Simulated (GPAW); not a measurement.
Crystal: MoI.

```
CELL_PARAMETERS angstrom
0.00000 3.17885 3.17885
3.17885 0.00000 3.17885
3.17885 3.17885 0.00000
ATOMIC_POSITIONS crystal
Mo 0.00000 0.00000 0.00000
I 0.75000 0.75000 0.75000
```

The cell was built by a generator and needn't be a form met in nature.

| Property | Result |
| --- | --- |
| Program | GPAW 26.7.0 |
| Task | relaxation of cell and atoms |
| Functional | LDA |
| Potentials or basis | the program's PAW data sets (release 1.2.1) made for this functional |
| Cutoff | 600 eV |
| Basis | pw |
| k mesh | 5 × 5 × 5 |
| Occupations | fermi-dirac, width 0.05 eV |
| Spin | no spin polarisation |

At the start: pressure -11.1 GPa; volume 32.12 Å³/atom.

Q: Where does the relaxation end?

A: Over 5 steps the energy falls by 229.8 meV/atom and the volume is 26.69 Å³/atom (-16.9 %); space group F-43m (No. 216, to 0.05 Å).

The path:
```tsv
step	energy change (eV)	largest force (eV/Å)	pressure (GPa)	volume (Å³)
1	0.0000	0.0000	-11.10	64.25
2	-0.1924	0.0000	-9.33	61.25
3	-0.4119	0.0000	5.87	50.52
4	-0.4574	0.0000	-1.09	53.96
5	-0.4596	0.0000	-0.08	53.38
```

Final structure:
```yaml
crystal:
  lattice:
    - [0.00000, 2.98838, 2.98838]
    - [2.98838, 0.00000, 2.98838]
    - [2.98838, 2.98838, 0.00000]
  atoms:
    - { symbol: Mo, position: [0.00000, 0.00000, 0.00000] }
    - { symbol: I, position: [0.75000, 0.75000, 0.75000] }
```

Caveat: later steps reuse the first step's grids; the volume moved by over 15 % at a fixed basis, so the end points are rough; an odd number of electrons without spin polarisation forces a metal; a magnetic or distorted state may lie lower.
